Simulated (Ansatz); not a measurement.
# HfCl (sextet): inputs that go wrong at distance Hf1–Cl2 = 3.106 Å

3 inputs are run for HfCl (sextet) as typed; the log has to tell whether the result can be used and what must change.

Program: Ansatz 0.2.0, Gaussian basis. Level of theory: the settings change from run to run. These are calculated values, not measurements.

45 further runs of the same task are left out: 22 for a known fault of the program, 2 for a mislabelled method, 17 that didn't finish, 4 set aside as unsound or not needed.

### 1 What is computed

The geometry derives from a PBE0/def2-TZVP stationary point (not a proven minimum). One bond is set to the value named and the two fragments are kept rigid. No spin-orbit coupling is included. Elements past krypton take def2 core potentials.

2 atoms, charge 0, spin multiplicity 6.

Atoms are counted from 1 here; the program's logs count them from 0.

Bond lengths: Hf1–Cl2 3.106 Å.

### 2 Input 1

in.yaml

```yaml
crystal:
  periodic: [false, false, false]
  atoms:
    - {symbol: Hf, position_ang: [0.000000, 0.000000, 0.000000]}
    - {symbol: Cl, position_ang: [0.000000, 0.000000, 3.105600]}
basis:
  gaussian: {orbitals: def2-SVPD}
magnetization: {spin_polarized: false, initial_magnetization: 5}
correlation: {method: sc_nevpt2, electrons: outside_noble_gas, active_space: {window: {electrons: 7, orbitals: 7}, states: [{multiplicity: 6, weights: [1, 1]}], root: 5}}
scf: {lower_state_search: full}
```

Run with:

```console
$ ansatz run in.yaml --threads 1 --pin off --events-out ev --progress --plain --max-ram 2393MiB
```

Standard output:

```text
Error: the active space averages no state 5, counted from zero
```

Run time: 0.03 s. Hardware: 1 thread of Arm Neoverse V1, shared host.

**Diagnosis.** The run was refused. The root asked for lies beyond the states averaged. Cure: average more states or name a lower root.

### 3 Input 2

in.yaml

```yaml
crystal:
  periodic: [false, false, false]
  atoms:
    - {symbol: Hf, position_ang: [0.000000, 0.000000, 0.000000]}
    - {symbol: Cl, position_ang: [0.000000, 0.000000, 3.105600]}
basis:
  gaussian: {orbitals: def2-SVP}
magnetization: {spin_polarized: false, initial_magnetization: 5}
correlation: {active_space: {ras: {orbitals: [7, 5, 33], electrons: 16, max_holes: 2, max_particles: 2}, fixed_orbitals: true}}
output: {forces: true}
```

The command is unchanged.

Standard output:

```text
Functional definition: HF
  name "HF"
  cite "Fock, Z. Phys. 61, 126 (1930) doi:10.1007/BF01340294"
  parent pbe
  exchange = exact_x
  correlation = 0
482 factors; integrals over basis functions are off by at most 3.8e-4 eV
mean field evaluation 1: about -13784.8253 eV, gradient 1.0e1 eV
mean field evaluation 2: about -13784.8306 eV, gradient 1.0e1 eV
mean field evaluation 4: about -13785.8405 eV, gradient 1.2e0 eV
mean field evaluation 8: about -13786.0147 eV, gradient 6.5e-1 eV
mean field evaluation 16: about -13786.1294 eV, gradient 2.5e-1 eV
mean field evaluation 32: about -13786.1349 eV, gradient 1.9e-1 eV
mean field evaluation 64: about -13786.1563 eV, gradient 1.3e-1 eV
mean field evaluation 96: about -13786.1309 eV, gradient 2.5e-2 eV
mean field evaluation 128: about -13786.1639 eV, gradient 1.8e-6 eV
mean field evaluation 160: about -13786.2610 eV, gradient 6.8e-2 eV
mean field evaluation 192: about -13786.2614 eV, gradient 2.3e-3 eV
mean field evaluation 224: about -13786.2623 eV, gradient 5.4e-3 eV
mean field evaluation 256: about -13786.2619 eV, gradient 4.3e-3 eV
mean field evaluation 288: about -13786.2210 eV, gradient 1.4e-1 eV
mean field evaluation 320: about -13785.6576 eV, gradient 9.0e-1 eV
mean field evaluation 352: about -13785.9671 eV, gradient 1.1e0 eV
mean field evaluation 384: about -13786.2614 eV, gradient 2.0e-3 eV
mean field evaluation 416: about -13786.2618 eV, gradient 1.5e-2 eV
mean field evaluation 448: about -13786.2609 eV, gradient 1.6e-1 eV
mean field evaluation 480: about -13786.1639 eV, gradient 3.7e-3 eV
mean field evaluation 512: about -13786.1629 eV, gradient 5.3e-1 eV
mean field -13786.26200210 eV, -506.6357839131 hartree, gradient 1.6e-6 eV, S^2 8.750000; 23 other end points of the search recorded, 0 dependent functions left out
reference -13786.26200210 eV, -506.6357839131 hartree; 17, 12 occupied and 33, 38 virtual orbitals, 482 factors
Error: 16 electrons in 45 orbitals form no window around the highest filled level of the reference
```

It took 8 s on 1 thread of Arm Neoverse V1, shared host.

Diagnosis: The run stopped with an error. The electron count of the restricted space is wrong. Cure: count the correlated electrons again.

### 4 Input 3

in.yaml

```yaml
crystal:
  periodic: [false, false, false]
  atoms:
    - {symbol: Hf, position_ang: [0.000000, 0.000000, 0.000000]}
    - {symbol: Cl, position_ang: [0.000000, 0.000000, 3.105600]}
basis:
  gaussian: {orbitals: def2-SVP}
magnetization: {spin_polarized: false, initial_magnetization: 5}
correlation: {active_space: {ras: {orbitals: [3, 5, 33], electrons: 31, max_holes: 2, max_particles: 2}, fixed_orbitals: true}}
accuracy: high
```

Launched as before.

Standard output:

```text
Functional definition: HF
  name "HF"
  cite "Fock, Z. Phys. 61, 126 (1930) doi:10.1007/BF01340294"
  parent pbe
  exchange = exact_x
  correlation = 0
909 factors; integrals over basis functions are off by at most 3.5e-9 eV
mean field evaluation 1: about -13784.8250 eV, gradient 1.0e1 eV
mean field evaluation 2: about -13784.8308 eV, gradient 1.0e1 eV
mean field evaluation 4: about -13785.8408 eV, gradient 1.2e0 eV
mean field evaluation 8: about -13786.0150 eV, gradient 6.5e-1 eV
mean field evaluation 16: about -13786.1296 eV, gradient 2.4e-1 eV
mean field evaluation 32: about -13786.1420 eV, gradient 3.8e-1 eV
mean field evaluation 64: about -13786.2622 eV, gradient 2.9e-8 eV
mean field evaluation 96: about -13784.8250 eV, gradient 1.0e1 eV
mean field evaluation 128: about -13786.2616 eV, gradient 2.5e-8 eV
mean field evaluation 160: about -13786.2622 eV, gradient 3.0e-7 eV
mean field evaluation 192: about -13785.9536 eV, gradient 1.1e-1 eV
mean field evaluation 224: about -13786.2616 eV, gradient 3.0e-8 eV
mean field evaluation 256: about -13786.2616 eV, gradient 5.5e-1 eV
mean field evaluation 288: about -13786.1133 eV, gradient 7.1e-1 eV
mean field evaluation 320: about -13786.2633 eV, gradient 7.8e-2 eV
mean field evaluation 352: about -13785.8884 eV, gradient 1.1e0 eV
mean field evaluation 384: about -13785.7061 eV, gradient 3.9e-1 eV
mean field evaluation 416: about -13786.2551 eV, gradient 1.1e0 eV
mean field evaluation 448: about -13786.2620 eV, gradient 1.4e-2 eV
mean field evaluation 480: about -13786.2611 eV, gradient 1.6e-1 eV
mean field evaluation 512: about -13786.1640 eV, gradient 3.5e-3 eV
mean field evaluation 544: about -13786.1311 eV, gradient 1.6e-3 eV
mean field -13786.26215938 eV, -506.6357896931 hartree, gradient 2.7e-8 eV, S^2 8.750000; 23 other end points of the search recorded, 0 dependent functions left out
reference -13786.26215938 eV, -506.6357896931 hartree; 17, 12 occupied and 33, 38 virtual orbitals, 909 factors
Error: 31 electrons in 41 orbitals form no window around the highest filled level of the reference
```

Wall time 13 s (1 thread of Arm Neoverse V1, shared host).

Diagnosis: The run stopped with an error. The electron count of the restricted space is wrong. Fix: count the correlated electrons again.

### 5 Summary

```csv
input,level,ended,cause,time
1,"NEVPT2(7,7)/def2-SVPD",refused,the root asked for lies beyond the states averaged,0.03 s
2,CISD/def2-SVP,stopped by an error,the electron count of the restricted space is wrong,8 s
3,CISD/def2-SVP,stopped by an error,the electron count of the restricted space is wrong,13 s
```

1 refused, 2 stopped by an error.
